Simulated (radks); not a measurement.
**The first electron to leave Al⁴⁺**

Aim: remove one electron from each of the outer sub-shells of Al⁴⁺ ([He] 2s2 2p(1/2: 2, 3/2: 3)) in turn, let the ion relax, and find the cheapest removal. The parent's configuration is the lowest that an earlier search found at this level.

The numbers are computed with radks (a radial shooting solver on a logarithmic mesh, Libxc functionals) version 1 (Dirac Kohn-Sham, relativistic LDA (MacDonald-Vosko exchange, VWN5 correlation), spin-unpolarised, spherical densities, finite nucleus), except any that are marked as measured or tabulated.

1 further run of the same task is left out (set aside as unsound or not needed).

## 1. The system

```
element            : aluminium (Z = 13)
charge             : +4
electrons          : 9
configuration      : [He] 2s2 2p(1/2: 2, 3/2: 3)
nuclear rms radius : 3.061 fm
```

A shell typed twice in an input gives the lower j, then the higher j.

## 2. The parent, Al⁴⁺

The parent was computed earlier with the same settings: E = -235.251149 hartree. Its outer levels (eV):

```csv
level,occupation,energy (eV)
1s1/2,2,-1581.5
2s1/2,2,-175.46
2p1/2,2,-138.99
2p3/2,3,-138.50
```

## 3. Remove 2p3/2: [He] 2s2 2p(1/2: 2, 3/2: 2)

Settings of this run:

```text
Z 13
configuration [He] 2s2 2p2 2p2
relativity Dirac
functional lda_x_rel,vwn5
spin unpolarised
j_filling energy
nucleus finite rms 3.061 fm
c 137.035999084
```

## 4. Remove 2p1/2: [He] 2s2 2p(1/2: 1, 3/2: 3)

Input: that of step 3 with these lines changed.

```diff
@@ -1,3 +1,3 @@
 Z 13
-configuration [He] 2s2 2p2 2p2
+configuration [He] 2s2 2p1 2p3
 relativity Dirac
```

## 5. Remove 2s1/2: [He] 2s1 2p(1/2: 2, 3/2: 3)

Input: that of step 4 with these lines changed.

```diff
@@ -1,3 +1,3 @@
 Z 13
-configuration [He] 2s2 2p1 2p3
+configuration [He] 2s1 2p2 2p3
 relativity Dirac
```

## 6. Remove 1s1/2: 1s1 2s2 2p(1/2: 2, 3/2: 3)

Input: that of step 5 with these lines changed.

```diff
@@ -1,3 +1,3 @@
 Z 13
-configuration [He] 2s1 2p2 2p3
+configuration 1s1 2s2 2p2 2p3
 relativity Dirac
```

What does the calculation give? Wanted: for each run, case; final configuration; Δ-SCF; −ε of the level emptied.

**Answer**, as computed:

| case | final configuration | Δ-SCF (eV) | −ε of the level emptied (eV) |
| --- | --- | --- | --- |
| remove 2p3/2 | [He] 2s2 2p(1/2: 2, 3/2: 2) | 156.98 | 138.50 |
| remove 2p1/2 | [He] 2s2 2p(1/2: 1, 3/2: 3) | 157.52 | 138.99 |
| remove 2s1/2 | [He] 2s1 2p(1/2: 2, 3/2: 3) | 192.78 | 175.46 |
| remove 1s1/2 | 1s1 2s2 2p(1/2: 2, 3/2: 3) | 1658.8 | 1581.5 |

**Reading.** Removal from 2p3/2 costs least (156.98 eV), ahead of 2p1/2 (157.52 eV). 2p3/2 is also the highest occupied level of the parent. NIST lists 153.83 eV (semi-empirical), between the same two configurations. Spin polarisation and multiplet splitting are left out, so open shells lie too high by an amount that depends on their filling.
